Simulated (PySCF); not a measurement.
**C2H7ClOSi (SMILES CCO[SiH2]Cl) at 6 levels**

Aim: a comparison of 6 runs (HF/STO-3G, HF/def2-SVP, B3LYP/6-31G*, B3LYP/pcseg-1, PBE0/def2-SVP, TPSSh/def2-SVP) of C2H7ClOSi. The job is set up through a Python script.

Program for the calculation: PySCF 2.14.0.

### Step 1. The structure to begin with

C2H7ClOSi has 12 atoms, charge 0, and is taken as a singlet. SMILES: `CCO[SiH2]Cl`. Geometry: relaxed at PBE0-D4/def2-TZVP. This is one conformer, not always the lowest.

Bond lengths: C1–C2 1.507 Å, C2–O3 1.421 Å, O3–Si4 1.625 Å, Si4–Cl5 2.058 Å, C1–H6 1.092 Å, C1–H7 1.093 Å, C1–H8 1.091 Å, C2–H9 1.098 Å, C2–H10 1.096 Å, Si4–H11 1.483 Å, Si4–H12 1.475 Å. Some angles: C1–C2–O3 109.2°, C2–O3–Si4 124.4°, O3–Si4–Cl5 111.1°, C1–C2–H9 110.5°, C1–C2–H10 110.6°, O3–C2–H9 109.7°, O3–C2–H10 109.2°, C2–C1–H6 110.7°, C2–C1–H7 110.2°, C2–C1–H8 110.5°.

### Step 2. Energy and forces at HF/STO-3G (run 1)

File run.py:

```python
from pyscf import gto, scf

mol = gto.M(
    atom=[
    ('C', (-1.907400, 0.066800, -0.302600)),
    ('C', (-0.580400, -0.017200, 0.406200)),
    ('O', (0.466300, 0.135600, -0.542200)),
    ('Si', (2.039000, -0.122200, -0.223000)),
    ('Cl', (2.732600, 1.193400, 1.199400)),
    ('H', (-1.997000, -0.724600, -1.049000)),
    ('H', (-2.725000, -0.038100, 0.414400)),
    ('H', (-2.010500, 1.029200, -0.807100)),
    ('H', (-0.478400, -0.982800, 0.918500)),
    ('H', (-0.496700, 0.769700, 1.164000)),
    ('H', (2.259200, -1.478500, 0.334200)),
    ('H', (2.775200, 0.113500, -1.478800)),
],
    verbose=4,
    max_memory=1860,
    basis='sto-3g',
)

mf = scf.RHF(mol)
mf.conv_tol = 1e-10
mf.kernel()
if not mf.converged:
    mf = mf.newton().run(mf.mo_coeff, mf.mo_occ)

energy = mf.e_tot
print(f'total energy: {energy:.8f} hartree')
grad = mf.nuc_grad_method().kernel()
dip = mf.dip_moment()
pop, q = mf.mulliken_pop()
```

On the command line:

```console
OMP_NUM_THREADS=1 python run.py
```

Output:

```text
PySCF version 2.14.0

[... 66 lines left out ...]
converged SCF energy = -892.996677571582
total energy: -892.99667757 hartree
[... 11 lines left out ...]
Dipole moment(X, Y, Z, Debye): -1.20354, -2.12852, -1.09897
[... 53 lines left out ...]
charge of   11H =     -0.12601
```

Run time: 2.5 s. Hardware: 1 thread of Intel Xeon at 2.70GHz, shared host; peak memory 0.12 GiB.

### Step 3. Energy and forces at HF/def2-SVP (run 2)

File input.xyz:

```xyz
12

C     -1.907400     0.066800    -0.302600
C     -0.580400    -0.017200     0.406200
O      0.466300     0.135600    -0.542200
Si     2.039000    -0.122200    -0.223000
Cl     2.732600     1.193400     1.199400
H     -1.997000    -0.724600    -1.049000
H     -2.725000    -0.038100     0.414400
H     -2.010500     1.029200    -0.807100
H     -0.478400    -0.982800     0.918500
H     -0.496700     0.769700     1.164000
H      2.259200    -1.478500     0.334200
H      2.775200     0.113500    -1.478800
```

File input.py:

```python
# CCO[SiH2]Cl
import pyscf.grad
from pyscf import gto

mol = gto.Mole()
mol.atom = 'input.xyz'
mol.spin = 0
mol.verbose = 3
mol.max_memory = 1860
mol.basis = 'def2-svp'
mol.build()

mf = mol.RHF()
mf.conv_tol = 1e-10
mf.kernel()
if not mf.converged:
    mf = mf.newton().run(mf.mo_coeff, mf.mo_occ)

energy = mf.e_tot
print('Final energy', energy)
grad = mf.Gradients().kernel()
mf.analyze()
```

On the command line:

```console
OMP_NUM_THREADS=1 python input.py
```

Output:

```text
converged SCF energy = -902.844659463649
[... 10 lines left out ...]
MO #1   energy= -104.780313345932  occ= 2
[... 13 lines left out ...]
MO #15  energy= -1.08994713028046  occ= 2
[... 13 lines left out ...]
MO #29  energy= -0.44160621472098  occ= 2
[... 13 lines left out ...]
MO #43  energy= 0.489923061473689  occ= 0
[... 13 lines left out ...]
MO #57  energy= 0.892581533898726  occ= 0
[... 13 lines left out ...]
MO #71  energy= 1.25280721906656   occ= 0
[... 13 lines left out ...]
MO #85  energy= 1.94365965784359   occ= 0
[... 13 lines left out ...]
MO #99  energy= 2.5072336590473    occ= 0
[... 13 lines left out ...]
MO #113 energy= 3.75556616359465   occ= 0
[... 13 lines left out ...]
Dipole moment(X, Y, Z, Debye): -1.32107, -1.23784,  0.10398
```

Wall time 16 s (1 thread of Intel Xeon at 2.70GHz, shared host); peak memory 0.28 GiB.

Runs 3 to 5 aren't shown in full; the table further down has their settings and results.

### Step 4. Energy and forces at TPSSh/def2-SVP (run 6)

input.xyz is that of step 3.

File job.py:

```python
import pyscf.grad
from pyscf import gto, dft

mol = gto.M(
    atom='input.xyz',
    max_memory=1860,
    basis='def2-svp',
    verbose=3,
)

mf = dft.RKS(mol)
mf.xc = 'tpssh'
mf.conv_tol = 1e-10
mf.grids.level = 5
mf.kernel()
if not mf.converged:
    mf = mf.newton().run(mf.mo_coeff, mf.mo_occ)

e_final = mf.e_tot
print('E = %.10f Eh' % e_final)
grad = mf.Gradients().kernel()
mf.analyze()
```

On the command line:

```console
OMP_NUM_THREADS=1 python job.py
```

Output:

```text
converged SCF energy = -905.117167239041
[... 10 lines left out ...]
MO #1   energy= -101.340556636654  occ= 2
[... 13 lines left out ...]
MO #15  energy= -0.798130741050256 occ= 2
[... 13 lines left out ...]
MO #29  energy= -0.282436130941696 occ= 2
[... 13 lines left out ...]
MO #43  energy= 0.320806893809936  occ= 0
[... 13 lines left out ...]
MO #57  energy= 0.660387965954348  occ= 0
[... 13 lines left out ...]
MO #71  energy= 0.981527121106259  occ= 0
[... 13 lines left out ...]
MO #85  energy= 1.69432481131774   occ= 0
[... 13 lines left out ...]
MO #99  energy= 2.2453025192357    occ= 0
[... 13 lines left out ...]
MO #113 energy= 3.35460298892137   occ= 0
[... 13 lines left out ...]
Dipole moment(X, Y, Z, Debye): -1.37929, -1.03503,  0.04589
```

It took 76 s on 1 thread of Intel Xeon at 2.70GHz, shared host; peak memory 1.2 GiB.

### Step 5. The series

| run | level | integration grid | energy (Eh) | dipole moment (D) | HOMO energy (eV) | LUMO energy (eV) | wall time |
| --- | --- | --- | --- | --- | --- | --- | --- |
| 1 | HF/STO-3G | – | -892.996678 | 2.68 | -9.47 | 9.82 | 2.5 s |
| 2 | HF/def2-SVP | – | -902.844659 | 1.81 | -12.02 | 4.50 | 16 s |
| 3 | B3LYP/6-31G* (spherical functions) | 5 | -905.415686 | 1.95 | -8.17 | 0.69 | 39 s |
| 4 | B3LYP/pcseg-1 | 5 | -905.405724 | 1.91 | -8.39 | 0.40 | 68 s |
| 5 | PBE0/def2-SVP | 5 | -904.617257 | 1.68 | -8.46 | 1.07 | 48 s |
| 6 | TPSSh/def2-SVP | 5 | -905.117167 | 1.73 | -7.69 | 0.74 | 76 s |

### Step 6. What came out

| quantity | value |
| --- | --- |
| run 6: total energy | -905.11717 Eh |
| run 6: dipole moment | 1.73 D |
| run 6: HOMO energy | -7.69 eV |
| run 6: LUMO energy | 0.74 eV |
| run 6: HOMO–LUMO gap | 8.42 eV |
| run 6: largest force on an atom | 0.900 eV/Å |

The dipole moment (its size) runs from 1.68 D (PBE0/def2-SVP) to 2.68 D (HF/STO-3G). The two ends differ in method and basis. The HOMO–LUMO gap runs from 8.42 eV (TPSSh/def2-SVP) to 19.29 eV (HF/STO-3G). Totals of different functionals can't be ranked against each other. In run 1 the basis is minimal, so the values are rough. All runs together took 4.2 min, the longest 76 s.
